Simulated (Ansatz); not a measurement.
# BrFGaH: one species, many methods

The task here is to estimate one member of a computed series from the others.

Method: functionals in def2-TZVPP, the program's frozen cores in correlated methods; program: Ansatz 0.2.0, Gaussian basis.

Plan: LDA (SPW92), PBE-D4, revPBE-D4, BLYP-D4, r2SCAN-D4, B97M-V, PBE0-D4, B3LYP-D4, r2SCANh-D4, r2SCAN0-D4, HSE06-D4, BHLYP-D4, CAM-B3LYP-D4, LC-ωPBE, ωB97X-V, ωB97M-V, B2PLYP, PBE-QIDH; CCSD(T)/def2-SVP; CCSD(T)/def2-TZVPP; MP2/def2-QZVPP; extrapolation to the limit; RPA on PBE.

## The relaxed structure

An earlier PBE0-D4 in a triple-zeta def2 set relaxation fixed the geometry.

SMILES `[F][GaH][Br]`, 4 atoms, charge 0, spin multiplicity 1.

Atoms are counted from 1 here; the program's logs count them from 0.

Bond lengths: F1–Ga2 1.745 Å, Ga2–Br3 2.265 Å, Ga2–H4 1.543 Å. Angles: F1–Ga2–Br3 113.7°, F1–Ga2–H4 120.1°, Br3–Ga2–H4 126.2°.

The first run:

File in.yaml:

```yaml
crystal:
  periodic: [false, false, false]
  atoms:
    - {symbol: F, position_ang: [-1.669934, -0.445230, 0.074395]}
    - {symbol: Ga, position_ang: [-0.035352, 0.145830, -0.083226]}
    - {symbol: Br, position_ang: [1.530975, -1.293322, 0.695877]}
    - {symbol: H, position_ang: [0.229813, 1.532322, -0.707346]}
basis:
  gaussian: {orbitals: def2-TZVPP}
hamiltonian: {xc: lda}
output: {orbitals: {seedname: orbitals}}
```

Steps of the session up to this table: LDA; PBE-D4 (GGA); revPBE-D4 (GGA); BLYP-D4 (GGA); r2SCAN-D4 (meta-GGA); B97M-V (meta-GGA); PBE0-D4 (hybrid); B3LYP-D4 (hybrid); r2SCANh-D4 (hybrid); r2SCAN0-D4 (hybrid); HSE06-D4 (hybrid); BHLYP-D4 (hybrid); CAM-B3LYP-D4 (range-separated); LC-ωPBE-D4 (range-separated; the results give it without D4); ωB97X-V (range-separated); ωB97M-V (range-separated); B2PLYP (double hybrid); PBE-QIDH (double hybrid).

One table of the session follows, with a row left open; its other results are not shown here.

It belongs to the step «Orbital energies across the functionals». 

| functional | HOMO (eV) | LUMO (eV) | gap (eV) |
| --- | --- | --- | --- |
| LDA (SPW92) | -7.64 | -2.69 | 4.94 |
| PBE-D4 | -7.47 | -2.40 | 5.07 |
| revPBE-D4 | -7.41 | -2.27 | 5.14 |
| BLYP-D4 | -7.30 | -2.36 | 4.95 |
| r2SCAN-D4 | -7.81 | -2.14 | 5.68 |
| B97M-V | -7.89 | -2.33 | 5.56 |
| PBE0-D4 | -8.78 | -1.62 | 7.16 |
| B3LYP-D4 | -8.51 | -1.91 | 6.60 |
| r2SCANh-D4 | -8.29 | -1.86 | 6.43 |
| r2SCAN0-D4 | -9.01 | -1.46 | 7.54 |
| HSE06-D4 | -8.38 | -1.99 | 6.39 |
| BHLYP-D4 | -9.92 | -0.91 | 9.01 |
| CAM-B3LYP-D4 | -10.11 | -0.75 | 9.36 |
| LC-ωPBE | ? | ? | ? |
| ωB97X-V | -11.14 | 0.32 | 11.47 |
| ωB97M-V | -11.00 | 0.10 | 11.10 |

Q: Estimate the row for LC-ωPBE from the others.

**Answer.** HOMO (eV): -11.51; LUMO (eV): 0.47; gap (eV): 11.98. In the column «HOMO (eV)» it is the lowest.
